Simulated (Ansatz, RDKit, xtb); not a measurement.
# C4H3BrClF: which of the isomers drawn lies lowest?

Which of a sample of isomers of C4H3BrClF is the most stable in the gas at 298.15 K, and what are its properties? The sample is small against all isomers, and the most stable one of this formula need not be in it.

Plan: many cheap relaxations first (GFN2-xTB), then density-functional screening, relaxation at PBE0-D3(BJ)/def2-SVP, vibrations (at GFN2-xTB) and a final energy. The numbers are computed, not measured.

## 1. Possible bonding patterns

Isomers were taken from a list of plausible structures; this is a sample, not all of them. That gives 9 candidates, of which 1 could not be built in three dimensions.

```csv
label,SMILES,spin
c163,F[C@H](Cl)C#CCBr,singlet
c166,FC1=C(Br)C[C@@H]1Cl,singlet
c231,F[C@]1(Br)C/C1=C/Cl,singlet
c290,F/C(Cl)=C1\C[C@@H]1Br,singlet
c660,F[C@@H]1/C(=C/Cl)[C@H]1Br,singlet
c740,C#CC[C@](F)(Cl)Br,singlet
c860,C#C[C@](F)(Br)CCl,singlet
c949,C=C=C[C@](F)(Cl)Br,singlet
```

Candidates are built by distance geometry, with a force field where one applies, in up to four conformers (letters a to d).

**Question.** With final energies at CCSD(T)/def2-SVP + MP2/def2-TZVPP - MP2/def2-SVP, which structure will this search put lowest in free energy, and by what margin?

| quantity | value |
| --- | --- |
| lowest structure found | FC1=C(Br)C[C@@H]1Cl, singlet |
| next finalist | C=C=C[C@](F)(Cl)Br, singlet, 7.5 kcal/mol higher in G |
| share at equilibrium, among the finalists | 100.0 % |

The lowest structure found is `FC1=C(Br)C[C@@H]1Cl`. Among the finalists first place is clear (7.5 kcal/mol); structures outside the list aren't covered. GFN2-xTB, HF/STO-3G, r2SCAN-D4/def2-SVP, PBE0-D3(BJ)/def2-SVP, HF/def2-SVP and MP2/def2-SVP already put its bonding pattern lowest among the structures in one piece. The search is not exhaustive (a finite list of starts, one conformer a finalist), so a lower isomer can't be ruled out. Only 8 drawn patterns were tried, so whole families of isomers are missing, and the result ranks this sample alone.
